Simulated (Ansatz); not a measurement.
**CH6ClGeN: how energies converge with the basis set**

An exercise on one series of results from a longer session: the logs are not shown, and one member is left open.

Computed with Ansatz 0.2.0, Gaussian basis. Level: one geometry, several basis sets.

Levels to be run: PBE0-D4/def2-SVP; ωB97M-V/def2-SVP; PBE0-D4/def2-QZVPP; ωB97M-V/def2-QZVPP; the functionals' def2-TZVPP values are taken from earlier runs.

## Structure used throughout

An earlier PBE0-D4 in a triple-zeta def2 set relaxation fixed the geometry.

SMILES `[CH3][GeH]([NH2])[Cl]`, 10 atoms, charge 0, spin multiplicity 1.

Atoms are counted from 1 here; the program's logs count them from 0.

Bond lengths: C1–Ge2 1.934 Å, C1–H5 1.091 Å, C1–H6 1.091 Å, C1–H7 1.090 Å, Ge2–N3 1.822 Å, Ge2–Cl4 2.185 Å, Ge2–H8 1.534 Å, N3–H9 1.011 Å, N3–H10 1.011 Å. Angles: Ge2–C1–H5 109.7°, Ge2–C1–H6 109.8°, Ge2–C1–H7 109.9°, H5–C1–H6 109.2°, H5–C1–H7 108.7°, H6–C1–H7 109.5°, C1–Ge2–N3 109.6°, C1–Ge2–Cl4 106.3°, C1–Ge2–H8 116.0°, N3–Ge2–Cl4 111.8°, N3–Ge2–H8 107.8°, Cl4–Ge2–H8 105.2°, Ge2–N3–H9 114.8°, Ge2–N3–H10 114.7°, H9–N3–H10 108.7°.

Set-up of the first run:

Input file in.yaml:

```yaml
crystal:
  periodic: [false, false, false]
  atoms:
    - {symbol: C, position_ang: [-0.737010, 1.250482, -0.288553]}
    - {symbol: Ge, position_ang: [-0.061296, -0.560874, -0.348392]}
    - {symbol: N, position_ang: [1.507287, -0.659983, 0.573847]}
    - {symbol: Cl, position_ang: [-1.607669, -1.823162, 0.540475]}
    - {symbol: H, position_ang: [-0.899771, 1.547430, 0.748228]}
    - {symbol: H, position_ang: [-0.017523, 1.929536, -0.747941]}
    - {symbol: H, position_ang: [-1.685582, 1.311178, -0.821685]}
    - {symbol: H, position_ang: [0.178522, -1.143543, -1.746555]}
    - {symbol: H, position_ang: [1.948346, -1.569103, 0.564140]}
    - {symbol: H, position_ang: [1.457796, -0.333362, 1.529237]}
basis:
  gaussian: {orbitals: def2-SVP}
hamiltonian: {xc: pbe0, dispersion: d4}
output: {orbitals: {seedname: orbitals}}
```

Command:

```sh
$ ansatz run in.yaml --threads 4 --pin off --events-out ev --progress --plain --max-ram 10444MiB
```

Among the steps run: PBE0-D4 in def2-SVP; ωB97M-V in def2-SVP; PBE0-D4 in def2-QZVPP; ωB97M-V in def2-QZVPP.

One of the session's tables, all rows but one given; the rest of the session is left out.

```
functional       basis  HOMO (eV)  LUMO (eV)
   PBE0-D4    def2-SVP      -7.53       1.10
   PBE0-D4  def2-TZVPP          ?          ?
   PBE0-D4  def2-QZVPP      -7.80       0.32
   ωB97M-V    def2-SVP      -9.84       2.96
   ωB97M-V  def2-TZVPP     -10.09       2.15
   ωB97M-V  def2-QZVPP     -10.14       1.59
```

Estimate the missing values for PBE0-D4, def2-TZVPP.

As computed: HOMO (eV): -7.75; LUMO (eV): 0.60. In the column «HOMO (eV)» it lies between PBE0-D4, def2-QZVPP (-7.80) and PBE0-D4, def2-SVP (-7.53).
